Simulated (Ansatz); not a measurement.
# GeN2 (singlet): the correlation ladder, cc-pVDZ

One table from this session's results is given with a row withheld; the runs are named, their logs left out.

The runs use Ansatz 0.2.0, Gaussian basis; cc-pVDZ, core rule «outside noble gas», up to 16 orbitals frozen.

Plan: UHF; CCSD(T) on RHF; CCSD(T) on UHF; BCCD(T) on RHF; CISD; CCSDT(Q) on RHF; CCSDT(Q) on UHF.

37 further runs of the same task are left out: 13 for a known fault of the program, 10 that didn't finish, 14 set aside as unsound or not needed.

## The geometry

The geometry is a PBE0/def2-TZVP stationary point (not a proven minimum) of the parent state, kept for this charge and spin. No spin-orbit coupling is included. The filled d shell of Ge may be among the frozen orbitals whatever the setting's name suggests; the logs give the count.

3 atoms, charge 0, spin multiplicity 1.

Atoms are counted from 1 here; the program's logs count them from 0.

Bond lengths: Ge1–N2 1.961 Å, N2–N3 1.116 Å. Angles: Ge1–N2–N3 180.0°.

Geometry (Å):

```xyz
3
charge 0, multiplicity 1
Ge    0.0000    0.0000    1.6794
N     0.0000    0.0000   -0.2819
N     0.0000    0.0000   -1.3975
```

The first run:

The input, in.yaml:

```yaml
crystal:
  periodic: [false, false, false]
  atoms:
    - {symbol: Ge, position_ang: [0.000000, 0.000000, 1.679400]}
    - {symbol: N, position_ang: [0.000000, 0.000000, -0.281900]}
    - {symbol: N, position_ang: [0.000000, 0.000000, -1.397500]}
basis:
  gaussian: {orbitals: cc-pVDZ}
magnetization: {spin_polarized: true, initial_magnetization: 0}
hamiltonian: {xc: hf}
output: {orbitals: {seedname: orbitals}}
```

Run with:

```bash
$ ansatz run in.yaml --threads 1 --pin off --events-out ev --progress --plain --max-ram 2393MiB
```

Steps of the session up to this table: UHF; CCSD(T) on RHF; CCSD(T) on UHF; BCCD(T) on RHF; CISD; CCSDT(Q) on RHF; CCSDT(Q) on UHF.

One of the session's tables, all rows but one given; the rest of the session is left out.

```
   method  from RCCSDT(Q) (meV)
      RHF              +11618.3
      UHF              +10535.0
     RMP2               +1176.9
     UMP2                +628.7
    RCCSD                +763.4
    UCCSD                +110.9
 RCCSD(T)                +251.0
 UCCSD(T)                -383.8
  BCCD(T)                     ?
   RCCSDT                +144.7
   UCCSDT                -580.2
RCCSDT(Q)                     0
UCCSDT(Q)                -730.6
```

**Question.** Estimate the row for BCCD(T).

The run gave: from RCCSDT(Q) (meV): +248.8. In the column «from RCCSDT(Q) (meV)» it lies between RCCSDT (+144.7) and RCCSD(T) (+251.0).

Not comparable, so not listed: CISD (they don't share determinant, frozen orbitals or solution with the rows shown, or repeat one).

To keep in mind: The determinant is far from a pure spin state, so its energy mixes those of several spin states (harmless only where they are near-degenerate, as at dissociation). The report flags that the cluster equations may have other roots. The program flags UCCSD(T), RCCSDT(Q), UCCSDT(Q) as in doubt, so the zero of the table is itself unsure. Warnings: restricted reference is unstable; spin contamination; large T1 diagnostic. Restricted and unrestricted rows rest on different reference determinants; where their highest levels disagree by more than a few hundredths of an eV, they describe different states and don't form one ladder.
